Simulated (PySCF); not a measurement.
# C3H7AlO: the cost of one run

Computed with PySCF 2.14.0, with density-fitted response routines of our own, on a single molecule in the gas phase. Atoms count from 0, in the outputs and in this text.

## Step 1: Starting geometry

12 atoms, charge 0, multiplicity 1; geometry from: PBE0-D3(BJ)/def2-SVP.

Bonds of the start (Å): C0–C1 1.34, C1–Al2 1.94, Al2–O3 1.70, O3–C4 1.39, C0–H5 1.10, C0–H6 1.10, C1–H7 1.10, Al2–H8 1.59, C4–H9 1.10, C4–H10 1.10, C4–H11 1.11.

## Step 2: NMR shieldings: HF/pcSseg-2

What the job is given:

```
{"job": {"kind": "nmr", "xc": "HF", "basis": "pcSseg-2", "pop": false}, "charge": 0, "multiplicity": 1}
C     -2.917961     0.006023    -0.184981
C     -1.699283    -0.341981    -0.628909
Al    -0.127032     0.221622     0.349513
O      1.406025    -0.205954    -0.241275
C      2.749137    -0.066269     0.070951
H     -3.845153    -0.283746    -0.696630
H     -3.054349     0.605829     0.724998
H     -1.650229    -0.943646    -1.546789
H     -0.257325     1.072956     1.685282
H      3.221252    -1.053275     0.225003
H      3.293078     0.429578    -0.753004
H      2.921558     0.530391     0.987634
```

Level: GIAO HF/pcSseg-2 NMR shielding, non-relativistic, gas phase.

The run is started by

```sh
$ OMP_NUM_THREADS=1 python probes_run.py task.json out
```

One launch serves the whole session: the jobs run in the order shown.

**Question.** How long does this first job take on 1 thread of Arm Neoverse V1, shared host, and how much memory does it need?

About 23 s, with a peak of 1.1 GiB.
